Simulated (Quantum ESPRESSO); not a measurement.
# Os7Au (Fm-3m) in Quantum ESPRESSO: reference runs

How does Os7Au come out in PBE? The cell is run as given.

All numbers are computed with Quantum ESPRESSO 7.5; they aren't measurements. Logs are shortened: lines on timing, memory, paths and dates and some standing lists are left out, and cuts for length are marked.

## Step 1: The structure

The structure is cubic, space group Fm-3m (No. 225). Conventional cell: a = 7.825 Å, b = 7.825 Å, c = 7.825 Å, α = 90.00°, β = 90.00°, γ = 90.00°. Around Os (site symmetry mmm) lie 10 Os at 2.77 Å and 2 Au at 2.77 Å. Os (site symmetry m-3m) is surrounded by 12 Os at 2.77 Å. Au (site symmetry m-3m) has 12 Os at 2.77 Å as nearest neighbours.

The cell was built by a generator and needn't be a form met in nature.

## Step 2: Single point, PBE

File pw.in:

```
&CONTROL
  calculation = 'scf'
  prefix = 'pwscf'
  outdir = './tmp'
  pseudo_dir = './pseudo'
  tprnfor = .true.
  tstress = .true.
  disk_io = 'nowf'
/
&SYSTEM
  ibrav = 0
  nat = 8
  ntyp = 2
  ecutwfc = 60
  ecutrho = 440
  nbnd = 83
  occupations = 'smearing'
  smearing = 'fd'
  degauss = 0.00367493
/
&ELECTRONS
  conv_thr = 1.6d-09
  electron_maxstep = 120
  mixing_beta = 0.5
/
ATOMIC_SPECIES
Os   190.2300 Os_pbe_v1.2.uspp.F.UPF
Au   196.9666 Au_ONCV_PBE-1.0.oncvpsp.upf
CELL_PARAMETERS angstrom
   0.0000000000    3.9125221100    3.9125221100
   3.9125221100    0.0000000000    3.9125221100
   3.9125221100    3.9125221100    0.0000000000
ATOMIC_POSITIONS crystal
Os     0.5000000000    0.0000000000    0.0000000000
Os     0.0000000000    0.5000000000    0.5000000000
Os     0.0000000000    0.5000000000    0.0000000000
Os     0.5000000000    0.0000000000    0.5000000000
Os     0.0000000000    0.0000000000    0.5000000000
Os     0.5000000000    0.5000000000    0.0000000000
Os     0.5000000000    0.5000000000    0.5000000000
Au     0.0000000000    0.0000000000    0.0000000000
K_POINTS automatic
6 6 6 0 0 0
```

Potentials or basis: SSSP 1.3 efficiency PBE.

Launch:

```sh
> OMP_NUM_THREADS=1 pw.x -in pw.in > pw.out
```

pw.out:

```text
This program is part of the open-source Quantum ESPRESSO suite
     for quantum simulation of materials; please cite
[... 9 lines left out ...]
     --------------------
     sticks:   dense  smooth     PW     G-vecs:    dense   smooth      PW
     Sum        3307    1801    511               126165    50701    7799

     Using Slab Decomposition

     bravais-lattice index     =            0
     lattice parameter (alat)  =      10.4561  a.u.
     unit-cell volume          =     808.3455 (a.u.)^3
     number of atoms/cell      =            8
     number of atomic types    =            2
     number of electrons       =       131.00
     number of Kohn-Sham states=           83
     kinetic-energy cutoff     =      60.0000  Ry
     charge density cutoff     =     440.0000  Ry
     scf convergence threshold =      1.6E-09
     mixing beta               =       0.5000
     number of iterations used =            8  plain     mixing
     Exchange-correlation= PBE
                           (   1   4   3   4   0   0   0)

     celldm(1)=  10.456123  celldm(2)=   0.000000  celldm(3)=   0.000000
     celldm(4)=   0.000000  celldm(5)=   0.000000  celldm(6)=   0.000000

     crystal axes: (cart. coord. in units of alat)
               a(1) = (   0.000000   0.707107   0.707107 )
               a(2) = (   0.707107   0.000000   0.707107 )
               a(3) = (   0.707107   0.707107   0.000000 )

     reciprocal axes: (cart. coord. in units 2 pi/alat)
               b(1) = ( -0.707107  0.707107  0.707107 )
               b(2) = (  0.707107 -0.707107  0.707107 )
               b(3) = (  0.707107  0.707107 -0.707107 )

     PseudoPot. # 1 for Os read from file:
     Os_pbe_v1.2.uspp.F.UPF
     Pseudo is Ultrasoft + core correction, Zval = 16.0
     Generated by new atomic code, or converted to UPF format
     Using radial grid of  983 points,  8 beta functions with:
                l(1) =   0
                l(2) =   0
                l(3) =   1
                l(4) =   1
                l(5) =   2
                l(6) =   2
                l(7) =   3
                l(8) =   3
     Q(r) pseudized with  8 coefficients,  rinner =    1.150   1.150   1.150
                                                       1.150   1.150   1.150
                                                       1.150

     PseudoPot. # 2 for Au read from file:
     Au_ONCV_PBE-1.0.oncvpsp.upf
     Pseudo is Norm-conserving, Zval = 19.0
     Generated using ONCVPSP code by D. R. Hamann
     Using radial grid of 1278 points,  8 beta functions with:
                l(1) =   0
[... 295 lines left out ...]
    22.1959  22.2904  23.1239  23.3040  23.3943  23.4622  23.8366  24.7522
    24.8208  25.0753  25.3951  25.5321  25.6516  26.0630  26.1699  26.3425
    26.3677  26.4692  26.6780  27.6323  28.0682  28.2708  28.3977  30.3009
    31.1305  31.7587  32.2513
[... 31 lines left out ...]
   -83.0157 -62.0919 -62.0781 -62.0717 -62.0537 -62.0516 -62.0440 -62.0415
   -34.3084 -34.3078 -34.3078 -21.6984 -21.6894 -21.6821 -21.5995 -21.5994
   -21.5754 -21.5297 -21.5225 -21.5119 -21.4716 -21.3982 -21.3754 -21.3472
   -21.3176 -21.2468 -21.2331 -21.2118 -21.1955 -21.1923 -21.1891 -21.1095
    16.3467  16.9992  17.1399  17.7421  17.7954  17.8411  18.2186  18.3376
    18.8163  19.0254  19.3743  19.5455  19.6198  19.7247  19.7563  20.0321
    20.3143  20.5960  20.6373  20.7617  20.9468  21.3593  21.5226  21.7192
    21.7423  21.7507  22.6267  22.9178  23.0182  23.5070  23.5737  23.8450
    24.0410  24.0733  24.6147  24.6226  24.9672  25.0306  25.2790  25.4297
    25.6384  25.7733  26.2110  27.5829  28.3424  29.5377  30.9691  31.3399
    31.4171  31.4367  34.4203

          k =-0.7071 0.0000 0.0000 (  6346 PWs)   bands (ev):

   -83.0157 -62.0854 -62.0843 -62.0598 -62.0598 -62.0598 -62.0482 -62.0354
   -34.3082 -34.3082 -34.3074 -21.6773 -21.6599 -21.6198 -21.6198 -21.6163
   -21.6163 -21.4613 -21.4576 -21.4576 -21.4487 -21.4147 -21.4147 -21.4080
   -21.3847 -21.3822 -21.2023 -21.2023 -21.1661 -21.1661 -21.1642 -21.1622
    16.4276  16.8946  17.3378  17.8273  18.1959  18.1959  18.3257  18.7271
    18.7271  18.7993  18.9875  19.2469  19.5697  20.2627  20.3907  20.3907
    20.4315  20.5104  20.5104  20.6452  20.7326  20.7326  21.0191  21.7806
    22.2843  22.4782  22.4782  23.0372  23.0372  23.0377  23.1877  23.6117
    23.6181  23.6181  23.9826  23.9826  24.1869  24.1931  24.7910  25.2130
    25.3746  27.2001  27.3501  27.9292  28.3167  28.3167  32.1520  33.0548
    33.3664  33.4234  33.4234
[... 17 lines left out ...]
   -83.0157 -62.0918 -62.0793 -62.0697 -62.0570 -62.0490 -62.0430 -62.0427
   -34.3084 -34.3080 -34.3076 -21.7063 -21.6815 -21.6654 -21.6372 -21.6070
   -21.5432 -21.5313 -21.5170 -21.5084 -21.4570 -21.4409 -21.3828 -21.3157
   -21.2998 -21.2733 -21.2384 -21.2172 -21.2063 -21.1973 -21.1501 -21.1203
    16.3675  16.8515  17.3320  17.6025  17.7964  18.1039  18.1050  18.3476
    18.5896  19.1061  19.2264  19.6427  19.6817  19.7383  19.8788  20.0723
    20.4085  20.4556  20.5251  20.8568  20.9983  21.2579  21.2944  21.6633
    21.7512  22.0977  22.6313  22.7877  23.3806  23.4707  23.7029  23.7352
    23.7647  23.7934  24.3329  24.7882  24.9176  24.9800  25.4712  25.5871
    25.8476  25.9549  26.6013  26.6727  29.1687  29.5251  29.9133  30.1655
    32.7125  33.1004  33.6498

          k =-0.7071 0.2357 0.0000 (  6364 PWs)   bands (ev):

   -83.0157 -62.0854 -62.0810 -62.0720 -62.0598 -62.0482 -62.0476 -62.0387
   -34.3082 -34.3080 -34.3076 -21.6649 -21.6576 -21.6338 -21.6075 -21.5931
   -21.5805 -21.5433 -21.5075 -21.5041 -21.4536 -21.4396 -21.4347 -21.3324
   -21.3136 -21.3071 -21.2272 -21.2205 -21.1970 -21.1804 -21.1545 -21.1490
    16.6872  17.1172  17.3637  17.5572  18.0101  18.0820  18.1907  18.2697
    18.6191  19.2737  19.3661  19.6023  19.7344  19.9677  20.0403  20.0797
    20.1532  20.3949  20.4382  20.4527  20.5768  21.0127  21.4417  21.5678
    21.7510  22.4254  22.8550  23.0142  23.2350  23.5275  23.5577  23.5887
    23.7209  23.7532  23.7733  23.8135  24.6337  24.9785  25.0840  25.3620
    25.7086  26.4399  26.5592  26.9215  28.8726  29.0208  30.4719  30.6899
    34.1940  34.2196  34.4286

     the Fermi energy is    24.4782 ev

!    total energy              =   -1664.49563046 Ry
     estimated scf accuracy    <          2.0E-10 Ry
     smearing contrib. (-TS)   =      -0.00432018 Ry
     internal energy E=F+TS    =   -1664.49131028 Ry

     The total energy is F=E-TS. E is the sum of the following terms:
     one-electron contribution =    -259.76133490 Ry
     hartree contribution      =     214.84994171 Ry
     xc contribution           =    -287.26784961 Ry
     ewald contribution        =   -1332.31206748 Ry

     convergence has been achieved in  13 iterations

     negative rho (up, down):  8.761E-01 0.000E+00

     Forces acting on atoms (cartesian axes, Ry/au):

     atom    1 type  1   force =     0.00000000    0.00000000   -0.00000000
     atom    2 type  1   force =    -0.00000000    0.00000000   -0.00000000
     atom    3 type  1   force =     0.00000000    0.00000000   -0.00000000
     atom    4 type  1   force =    -0.00000000   -0.00000000   -0.00000000
     atom    5 type  1   force =    -0.00000000    0.00000000    0.00000000
     atom    6 type  1   force =    -0.00000000    0.00000000   -0.00000000
     atom    7 type  1   force =     0.00000000    0.00000000   -0.00000000
     atom    8 type  2   force =    -0.00000000   -0.00000000    0.00000000

     Total force =     0.000000     Total SCF correction =     0.000000

     Computing stress (Cartesian axis) and pressure

     negative rho (up, down):  8.761E-01 0.000E+00
          total   stress  (Ry/bohr**3)                   (kbar)     P=      -82.69
  -0.00056209   0.00000000   0.00000000          -82.69        0.00        0.00
  -0.00000000  -0.00056209   0.00000000           -0.00      -82.69        0.00
   0.00000000   0.00000000  -0.00056209            0.00        0.00      -82.69

=------------------------------------------------------------------------------=
   JOB DONE.
=------------------------------------------------------------------------------=
```

Wall time 3.8 min (1 thread of AMD EPYC 7R13 (Zen 3), shared host); peak memory 1.4 GiB.

What came out:

| Property | Result |
| --- | --- |
| Free energy | -22646.6168 eV |
| Pressure | -8.3 GPa |
| Band gap on the k mesh | none (metal or under the smearing width) |

Levels at points of the mesh, in eV from the Fermi level:
```csv
k point,band 62,band 63,band 64,band 65,band 66,band 67,band 68,band 69,band 70,band 71
"(0.00, 0.00, 0.00)",0.35,0.35,0.88,0.88,1.76,1.76,1.76,2.04,2.09,2.09
"(0.00, 0.00, -0.50)",-0.98,-0.96,-0.94,-0.25,-0.25,0.06,0.06,0.58,0.58,2.25
"(0.00, -0.50, -0.50)",-1.44,-1.29,-0.87,-0.86,-0.86,-0.50,-0.50,-0.29,-0.29,0.31
```

The run has no spin-orbit coupling, so splittings on Au, Os are missing.
